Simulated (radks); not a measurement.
# Hg³⁴⁺ in [Ar] 3d10 4s2 4p5 4d10 5s1: an all-electron calculation

Aim: the levels, the sizes of the orbitals and the parts of the energy of the mercury ion Hg34+.

Program: radks (a radial shooting solver on a logarithmic mesh, Libxc functionals) version 1. Level of theory: scalar-relativistic Kohn-Sham, BLYP, spin-polarised, spherical densities, point nucleus; open shells are filled with parallel spins first. These are calculated values, not measurements, unless marked.

### Step 1. Starting point

| Item | Value |
| --- | --- |
| element | mercury (Z = 80) |
| charge | +34 |
| electrons | 46 |
| configuration | [Ar] 3d10 4s2 4p5 4d10 5s1 |

The outer shells:

Hg³⁴⁺
```
[Ar] core
3d [↑↓][↑↓][↑↓][↑↓][↑↓]
4s [↑↓]
4p [↑↓][↑↓][↑ ]
4d [↑↓][↑↓][↑↓][↑↓][↑↓]
5s [↑ ]
```

### Step 2. The run

The run's settings:

```text
Z 80
configuration [Ar] 3d10 4s2 4p5 4d10 5s1 5p0 6s0 4f0 5d0
relativity scalar-relativistic
functional b88,lyp
spin polarised
nucleus point
c 137.035999084
```

On the command line:

```console
$ python run_ks.py task.json out
```

All runs below come from this command, one after another.

Q: Predict the outcome of this run.

The runs gave:

| quantity | value |
| --- | --- |
| total energy | -18979.0284 hartree |
| exchange-correlation share of it | 1.66 % |
| −T/E | 1.1273 |
| highest occupied level | 5s up, -1066.3 eV |
| most extended occupied level | 5s up, <r> = 0.672 bohr |
| radius at density 0.001 e/bohr³ | 1.33 bohr |
| maxima of the radial density | 4 |

What this shows: The radial density shows 4 maxima for 5 occupied principal shells; where shells overlap, one shows as a shoulder or not at all. Relativity lifts −T/E to 1.127. This is not the tabulated ground configuration, so its levels and sizes aren't those of the ground state, and no measured value stands beside it.
